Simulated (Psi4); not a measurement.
**TiO2 (titanium dioxide): a chain of runs**

We compute a geometry optimisation (HF-3c/MINIX), then the harmonic vibrations, then a single-point energy (SCS-MP2/aug-cc-pVDZ) of TiO2 (titanium dioxide). 

Program for the calculation: Psi4 1.11.

**1. The system as given**

TiO2: 3 atoms, total charge 0, spin state singlet. As SMILES, `[O]=[Ti]=[O]`. Geometry: relaxed at PBE0-D4/def2-TZVP. The run starts from this shape.

Bond lengths: O1–Ti2 1.628 Å, Ti2–O3 1.628 Å. Angles: O1–Ti2–O3 111.8°.

**2. A geometry optimisation at HF-3c/MINIX (density fitting) (run 1)**

The input, job.in:

```
memory 1.6 GB

molecule mol {
  O      0.921000     0.928800     0.444600
  Ti     0.135000    -0.492000     0.331600
  O     -1.056100    -0.436800    -0.776200
}

set {
  reference    rks
  geom_maxiter 60
}

E, wfn = opt("hf-3c", return_wfn=True)
```

On the command line:

```bash
$ psi4 -n 1 job.in job.out
```

job.out:

```text
[...]
  Running in cs symmetry.
[...]
  Nuclear repulsion =  127.009919010096411
[...]
  Multiplicity = 1
[...]
  Nalpha       = 19
  Nbeta        = 19
[...]
    Number of basis functions: 31
[...]
   @DF-RKS iter   1:  -996.15997768309580   -1.42660e+00   3.57997e-02 ADIIS/DIIS
[...]
   @DF-RKS iter  11:  -996.93078174344930   -1.25056e-12   6.51461e-09 DIIS
[...]
    Orbital Energies [Eh]
    ---------------------
    Doubly Occupied:
       1Ap  -183.298686     2Ap   -21.454954     3Ap   -20.147147
       4Ap   -20.145539     5Ap   -17.831265     6Ap   -17.830207
       1App  -17.828464     7Ap    -2.877776     8Ap    -1.844667
       9Ap    -1.821339     2App   -1.800455    10Ap    -1.092619
      11Ap    -1.072204    12Ap    -0.437514    13Ap    -0.398796
       3App   -0.378755    14Ap    -0.339472     4App   -0.339090
      15Ap    -0.317799
[...]
  @DF-RKS Final Energy:  -996.93078174344930
   => Energetics <=
    Nuclear Repulsion Energy =            129.0933407939093627
    One-Electron Energy =               -1629.5308559682584928
    Two-Electron Energy =                 503.5086795841971821
    Total Energy =                       -996.9307817434494154
[...]
 Multipole Moments:
 ------------------------------------------------------------------------------------
     Multipole            Electronic (a.u.)      Nuclear  (a.u.)        Total (a.u.)
 ------------------------------------------------------------------------------------
 L = 1.  Multiply by 2.5417464519 to convert [e a0] to [Debye]
 Dipole X            :          2.0884311           -0.7289719            1.3594592
 Dipole Y            :         -3.3326922            1.1632843           -2.1694079
 Dipole Z            :          0.0000000            0.0000000            0.0000000
 Magnitude           :                                                    2.5601680
[...]
  -Total Gradient:
     Atom            X                  Y                   Z
    ------   -----------------  -----------------  -----------------
       1       -0.000001843781    -0.000092492928     0.000000000000
       2       -0.000081974415     0.000131158666     0.000000000000
       3        0.000083818196    -0.000038665734     0.000000000000
[...]
    Final optimized geometry and variables:
    Molecular point group: cs
    Full point group: Cs
    Geometry (in Angstrom), charge = 0, multiplicity = 1:
    O            0.822648372127     1.163974960452     0.000000000000
    TI           0.194669276914    -0.310650815337     0.000000000000
    O           -1.406208298314    -0.232737274971     0.000000000000
    Psi4 run time: 0:00:04.10
[...]
```

The script printed:

```text
Optimizer: Optimization complete!
```

Run time: 5.4 s. Hardware: 1 thread of Intel Xeon Platinum 8488C (Sapphire Rapids), shared host; peak memory 0.24 GiB.

Step by step:

| step | energy from the first frame kept (eV) | largest force (eV/Å) |
| --- | --- | --- |
| 0 | 0.0000 | 1.6212 |
| 1 | -0.0355 | 0.7649 |
| 2 | -0.0441 | 0.0514 |
| 3 | -0.0442 | 0.0080 |

After the run. Bond lengths: O1–Ti2 1.603 Å, Ti2–O3 1.603 Å. Angles: O1–Ti2–O3 110.3°.

**3. Vibrational wavenumbers at HF-3c/MINIX (density fitting) (run 2)**

The input, o2ti.inp:

```
memory 1600 MB

molecule m {
  0 1
  O      0.896739     0.913974     0.428800
  Ti     0.135311    -0.493080     0.332341
  O     -1.032770    -0.418737    -0.762621
  units angstrom
}

set {
  t                          400.0
  rotational_symmetry_number 2
}

frequency('hf-3c')
```

On the command line:

```bash
$ psi4 o2ti.inp o2ti.out -n 1
```

o2ti.out:

```text
Psi4 1.11 release

gradient() will perform analytic gradient computation.

   => Loading Basis Set <=

    Name: MINIX
    Role: ORBITAL
    Keyword: BASIS

   => HF3C: Empirical Dispersion <=

        s6 =       1.000000
        s8 =       0.877700
        a1 =       0.417100
        a2 =       2.914900

         ---------------------------------------------------------
                                   SCF
                              RHF Reference
                        1 Threads,   1525 MiB Core
         ---------------------------------------------------------

  ==> Geometry <==

    Molecular point group: cs
    Full point group: Cs

    Geometry (in Angstrom), charge = 0, multiplicity = 1:

[... 101 lines left out ...]
   @DF-RHF iter   8:  -996.93077671400090   -2.90874e-05   8.66086e-05 DIIS
[... 9 lines left out ...]
   @DF-RHF iter  18:  -996.93078174322727   -3.41061e-13   3.67691e-09 DIIS
[... 54 lines left out ...]
 Dipole Z            :          0.0000000            0.0000000            0.0000000
[... 195 lines left out ...]
   @DF-RHF iter   8:  -996.93077671400090   -2.90874e-05   8.66086e-05 DIIS
[... 9 lines left out ...]
   @DF-RHF iter  18:  -996.93078174322727   -3.41061e-13   3.67691e-09 DIIS
[... 54 lines left out ...]
 Dipole Z            :          0.0000000            0.0000000            0.0000000
[... 53 lines left out ...]
   => Auxiliary Basis Set <=

  Basis Set: (MINIX AUX)
    Blend: DEF2-UNIVERSAL-JKFIT
    Number of shells: 108
    Number of basis functions: 418
    Number of Cartesian functions: 563
    Spherical Harmonics?: true
    Max angular momentum: 6

RuntimeError: Engine::lmax_exceeded -- angular momentum limit exceeded

Printing out the relevant lines from the Psithon --> Python processed input file:
      units angstrom
    ""","m")
    core.IO.set_default_namespace("m")
    core.set_global_option("T", 400.0)
    core.set_global_option("ROTATIONAL_SYMMETRY_NUMBER", 2)
--> frequency('hf-3c')

!-----------------------------------------------------------!
!                                                           !
!  Engine::lmax_exceeded -- angular momentum limit exceeded !
!                                                           !
!-----------------------------------------------------------!

    Psi4 run time: 0:00:02.97
```

It took 4.2 s on 1 thread of Intel Xeon Platinum 8488C (Sapphire Rapids), shared host; peak memory 0.27 GiB.

The job broke off with an error.

**4. The energy at SCS-MP2/aug-cc-pVDZ (density fitting) (run 3)**

The input, input.in:

```
memory 1600 MB

molecule mol {
  O      1.69459112     1.72716055     0.81031456
  Ti     0.25570073    -0.93178616     0.62803347
  O     -1.95165245    -0.79129825    -1.44114483
  units bohr
}

set globals {
  freeze_core true
}

energy("scs-mp2/aug-cc-pVDZ")
print_variables()
```

On the command line:

```bash
$ psi4 input.in input.out -n 1
```

input.out:

```text
[...]
  Running in cs symmetry.
[...]
  Nuclear repulsion =  129.093325163681300
[...]
  Multiplicity = 1
[...]
  Nalpha       = 19
  Nbeta        = 19
[...]
    Number of basis functions: 105
[...]
   @RHF iter   1:  -997.46967172178097   -9.22590e-01   1.56601e-02 DIIS/ADIIS
[...]
   @RHF iter  17:  -998.14470165847297   -1.70530e-12   3.71609e-09 DIIS
[...]
    Orbital Energies [Eh]
    ---------------------
    Doubly Occupied:
       1Ap  -183.386927     2Ap   -21.555959     3Ap   -20.514366
       4Ap   -20.514361     5Ap   -17.924365     6Ap   -17.923452
       1App  -17.922264     7Ap    -2.971834     8Ap    -1.926662
       9Ap    -1.909451     2App   -1.887916    10Ap    -1.173463
      11Ap    -1.154668    12Ap    -0.517831    13Ap    -0.500195
       3App   -0.466103     4App   -0.445374    14Ap    -0.440285
      15Ap    -0.409873
[...]
  @RHF Final Energy:  -998.14470165847297
   => Energetics <=
    Nuclear Repulsion Energy =            129.0933251636812997
    One-Electron Energy =               -1627.3853553671876853
    Two-Electron Energy =                 500.1473285450333606
    Total Energy =                       -998.1447016584729681
[...]
 Multipole Moments:
 ------------------------------------------------------------------------------------
     Multipole            Electronic (a.u.)      Nuclear  (a.u.)        Total (a.u.)
 ------------------------------------------------------------------------------------
 L = 1.  Multiply by 2.5417464519 to convert [e a0] to [Debye]
 Dipole X            :          2.3751323           -0.7289731            1.6461592
 Dipole Y            :         -3.7901937            1.1632841           -2.6269096
 Dipole Z            :          0.0000000            0.0000000            0.0000000
 Magnitude           :                                                    3.1000797
[...]
	SCS-MP2 Total Energy (a.u.)        :  -998.71695559800776
	SOS-MP2 Total Energy (a.u.)        :  -998.69752196333081
	SCSN-MP2 Total Energy (a.u.)       :  -998.47184134261647
[...]
	SOS-PI-MP2 Total Energy (a.u.)     :  -998.74004660216599
[...]
	MP2 Total Energy (a.u.)            :  -998.75582286736119
[...]
```

It took 86 s on 1 thread of Intel Xeon Platinum 8488C (Sapphire Rapids), shared host; peak memory 1.4 GiB.

**5. What came out**

```
                                                                quantity                value
                             run 1, HF-3c/MINIX: total energy at the end        -996.93078 Eh
                                       run 1, HF-3c/MINIX: dipole moment               6.51 D
                                         run 1, HF-3c/MINIX: HOMO energy             -8.65 eV
                                         run 1, HF-3c/MINIX: LUMO energy              1.08 eV
                                       run 1, HF-3c/MINIX: HOMO–LUMO gap              9.73 eV
                                run 3, SCS-MP2/aug-cc-pVDZ: total energy        -998.71696 Eh
         run 3, SCS-MP2/aug-cc-pVDZ: HOMO energy (Hartree–Fock orbitals)            -11.15 eV
         run 3, SCS-MP2/aug-cc-pVDZ: LUMO energy (Hartree–Fock orbitals)             -1.15 eV
       run 3, SCS-MP2/aug-cc-pVDZ: HOMO–LUMO gap (Hartree–Fock orbitals)             10.00 eV
run 3, SCS-MP2/aug-cc-pVDZ: correlation energy (11 core orbitals frozen)           -572.3 mEh
                                                      run 2, HF-3c/MINIX  no result (crashed)
```

What this shows: The optimisation (run 1, HF-3c/MINIX) took 4 steps and changed the energy by -0.044 eV. 1 of the 3 runs did not end normally.
